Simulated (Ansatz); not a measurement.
# AlAuC4N4: the cost of one run

Program: Ansatz 0.2.0. Level of theory: DFT PBE, scalar-relativistic, plane waves, PAW. These are calculated values, not measurements.

1 further run of the same task is left out (it didn't finish).

## (1) The system as given

The structure is monoclinic, space group C2/m (No. 12). Conventional cell: a = 9.236 Å, b = 10.099 Å, c = 4.618 Å, α = 90.00°, β = 113.72°, γ = 90.00°. Al (site symmetry 2/m) has 4 N at 1.96 Å as nearest neighbours. C (site symmetry m) is surrounded by 1 N at 1.17 Å. C (site symmetry 2) is surrounded by 1 N at 1.17 Å. Around Au (site symmetry 2/m) lie 4 C at 1.92 Å. N (site symmetry m) is surrounded by 1 C at 1.17 Å. N (site symmetry 2) has 1 C at 1.17 Å as nearest neighbours.

Coordinates:

```
Al C Au N
1.0
     4.61802   -5.04950    0.00000
     4.61802    5.04950    0.00000
    -1.85738    0.00000    4.22804
Al C Au N
1 4 1 4
Direct
  0.50000 0.50000 0.00000
  0.18982 0.18982 0.37964
  0.81018 0.81018 0.62036
  0.81018 0.18982 0.00000
  0.18982 0.81018 0.00000
  0.00000 0.00000 0.00000
  0.30567 0.30567 0.61135
  0.69433 0.69433 0.38865
  0.69433 0.30567 0.00000
  0.30567 0.69433 0.00000
```

The cell is invented: stacked square cyanide-bridged sheets (C2/m, No. 12). Its size is a rough estimate.

## (2) Probe: one point on a coarse mesh

The input, input.yaml:

```yaml
crystal:
  lattice:
    - [4.61802421, -5.0495, 0.0]
    - [4.61802421, 5.0495, 0.0]
    - [-1.85737927, 0.0, 4.22803616]
  atoms:
    - { symbol: Al, position: [0.5, 0.5, 0.0] }
    - { symbol: C, position: [0.18982077, 0.18982077, 0.37964155] }
    - { symbol: C, position: [0.81017923, 0.81017923, 0.62035845] }
    - { symbol: C, position: [0.81017923, 0.18982077, 0.0] }
    - { symbol: C, position: [0.18982077, 0.81017923, 0.0] }
    - { symbol: Au, position: [0.0, 0.0, 0.0] }
    - { symbol: "N", position: [0.30567383, 0.30567383, 0.61134766] }
    - { symbol: "N", position: [0.69432617, 0.69432617, 0.38865234] }
    - { symbol: "N", position: [0.69432617, 0.30567383, 0.0] }
    - { symbol: "N", position: [0.30567383, 0.69432617, 0.0] }
basis:
  ecutwfc: 420
kpoints:
  mp_grid: { grid: [4, 4, 4] }
hamiltonian:
  xc: pbe
scf:
  occupations: { method: gaussian, width: 0.1 }
  lower_state_search: "off"
output:
  forces: true
  stress: true
  eigenvalues: true
```

The run is started by

```
> ansatz run input.yaml --threads 1 --pin off --max-ram 2560MiB --backend cpu --events-out ev --progress --plain --runs-dir out
```

**Question.** How long does this run take on 1 thread of Arm Neoverse V2, shared host, and how much memory does it need?

About 11 s, with a peak of 0.48 GiB.
